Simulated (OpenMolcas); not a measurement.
# Cr²⁺ among point charges: CASSCF and CASPT2 levels and susceptibility

How does a field of 6 point charges split the states of Cr²⁺, and what χT follows?

Method: state-averaged CASSCF and CASPT2, spin-orbit coupling by RASSI with atomic mean-field integrals. Code: OpenMolcas 26.06.

## (1) Starting point

```
Species                           : Cr²⁺ (chromium, Z = 24, 22 electrons)
Basis                             : ANO-RCC-VDZP [5s4p2d1f], 34 functions
Scalar Hamiltonian                : DKH2, point nucleus
Inactive shells                   : 1s 2s 2p 3s 3p
Active space                      : 4 electrons in 5 orbitals (3d)
Some configurations of this space : 3d4
Orbitals                          : optimised for each spin and parity, averaged over all roots
```

The outer shells:

3d4
```
3d [↑ ][↑ ][↑ ][↑ ][  ]
```

The ion sits among 6 point charges of -1.3 e arranged as a tetragonal octahedron (D4h), 1.82 Å from the ion, with the axial distance 2.002 Å.

Each step is its own input file, run in one work folder so that later steps find the files of earlier ones. Labels, J, g values, rates, χT and fits are worked out afterwards by a script from the matrices that RASSI stores. The input lists half of the charges; inversion (Group=XYZ) makes the rest.

## (2) GATEWAY and SEWARD: basis and integrals

The input, a.inp:

```
&GATEWAY
Coord
1

Cr 0.0 0.0 0.0
Basis=ANO-RCC-VDZP
Group=XYZ
NoMove
AngMom=0.0 0.0 0.0
AMFI
XField
3 Angstrom 0
1.820000 0.000000 0.000000 -1.300000
0.000000 1.820000 0.000000 -1.300000
0.000000 0.000000 2.002000 -1.300000
&SEWARD
```

Launch:

```bash
$ OMP_NUM_THREADS=1 MOLCAS_MEM=1689 MOLCAS_PROJECT=a pymolcas a.inp > a.log
```

## (3) Reference wave functions, quintets of even parity, 5 roots

The input, a.inp:

```
&RASSCF
FileOrb=start.orb
Symmetry=1
Spin=5
nActEl=4 0 0
Inactive=3 6
Ras2=5 0
CIRoot=5 5 1
SDav=5
CIMx=300
Iter=120 100
PrWF=0.3
OrbListing=Nothing
MaxOrb=0
>>> COPY $Project.JobIph JOB001
```

start.orb holds the contracted functions of the basis, ordered by shell, or the orbitals of the step before.

## (4) Reference wave functions, triplets of even parity, 45 roots

The input, a.inp:

```
&RASSCF
FileOrb=start.orb
Symmetry=1
Spin=3
nActEl=4 0 0
Inactive=3 6
Ras2=5 0
CIRoot=45 45 1
SDav=45
CIMx=300
Iter=120 100
PrWF=0.3
OrbListing=Nothing
MaxOrb=0
>>> COPY $Project.JobIph JOB002
```

## (5) Reference wave functions, singlets of even parity, 50 roots

The input, a.inp:

```
&RASSCF
FileOrb=start.orb
Symmetry=1
Spin=1
nActEl=4 0 0
Inactive=3 6
Ras2=5 0
CIRoot=50 50 1
SDav=50
CIMx=300
Iter=120 100
PrWF=0.3
OrbListing=Nothing
MaxOrb=0
>>> COPY $Project.JobIph JOB003
```

## (6) RASSI: spin-orbit coupling between the states

The input, a.inp:

```
&RASSI
NrOfJobIphs=3 5 45 50
1 2 3 4 5
1 2 3 4 5 6 7 8 9 10 11 12 13 14 15 16 17 18 19 20 21 22 23 24 25 26 27
28 29 30 31 32 33 34 35 36 37 38 39 40 41 42 43 44 45
1 2 3 4 5 6 7 8 9 10 11 12 13 14 15 16 17 18 19 20 21 22 23 24 25 26 27
28 29 30 31 32 33 34 35 36 37 38 39 40 41 42 43 44 45 46 47 48 49 50
IphNames
JOB001
JOB002
JOB003
EJob
SpinOrbit
DIPRint=1.0
SOCoupling=1000.0
Subsets=2
Property=9
'ANGMOM' 1 'ANGMOM' 2 'ANGMOM' 3 'MLTPL  1' 1 'MLTPL  1' 2 'MLTPL  1' 3
'AMFI' 1 'AMFI' 2 'AMFI' 3
SOProperty=3
'ANGMOM' 1 'ANGMOM' 2 'ANGMOM' 3
```

## (7) CASPT2: IPEA 0.25, imaginary shift 0.1 (closed shells correlated: 3s 3p)

The input, a.inp:

```
>>> COPY JOB001 $Project.JobIph
&CASPT2
Multistate=5 1 2 3 4 5
NoMult
Frozen=2 3
IPEA=0.25
Imaginary=0.1
MaxIter=60
WThr=0.0 0.3 0.05
PrWF=0.5
NoMix
>>> COPY JOB002 $Project.JobIph
&CASPT2
Multistate=45 1 2 3 4 5 6 7 8 9 10 11 12 13 14 15 16 17 18 19 20 21 22
23 24 25 26 27 28 29 30 31 32 33 34 35 36 37 38 39 40 41 42 43 44 45
NoMult
Frozen=2 3
IPEA=0.25
Imaginary=0.1
MaxIter=60
WThr=0.0 0.3 0.05
PrWF=0.5
NoMix
>>> COPY JOB003 $Project.JobIph
&CASPT2
Multistate=50 1 2 3 4 5 6 7 8 9 10 11 12 13 14 15 16 17 18 19 20 21 22
23 24 25 26 27 28 29 30 31 32 33 34 35 36 37 38 39 40 41 42 43 44 45 46
47 48 49 50
NoMult
Frozen=2 3
IPEA=0.25
Imaginary=0.1
MaxIter=60
WThr=0.0 0.3 0.05
PrWF=0.5
NoMix
```

(Steps that only read results are left out.)

**Question.** What will these runs give? Wanted: spin-free ground state; first state of the same spin within the active space; lowest level; next level.

The runs gave:

```
                                            quantity                                                                        value
                                              method  SS-CASPT2, IPEA 0.25, imaginary shift 0.1 (closed shells correlated: 3s 3p)
                              spin-free ground state                                              5B1, 1-fold in its orbital part
first state of the same spin within the active space                                                             5A1 at 4250 cm⁻¹
                                        lowest level                                                 2-fold, g = 0.00, 0.00, 7.75
                                          next level                                                                     8.5 cm⁻¹
                                         χT at 300 K                                                               2.95 cm³ K/mol
                           effective moment at 300 K                                                                      4.86 μB
```

Cost by method:

```tsv
method	time of its own steps	time with the reference
A. CASSCF	25 s	25 s
B. SS-CASPT2, IPEA 0.25, imaginary shift 0.1, +3s 3p	7.4 s	32 s
```

Times are of one thread on a shared host.

What this shows: The spin-free ground state (5B1) comes to 100 % from free-ion D terms and keeps the highest spin of the shell. χT at 300 K is 2.95, against 3.01 cm³ K/mol for the spin alone; near agreement at one temperature doesn't show that the orbital moment is quenched. An active space of the d shell alone favours high spin; real ions in strong fields can be low spin. The field of point charges can differ much from that of real complexes. With metal d orbitals alone active, the gaps between spin states are rough; where two lie within a few thousand cm-1, their order is open. This is an electrostatic model: the charges have no orbitals.
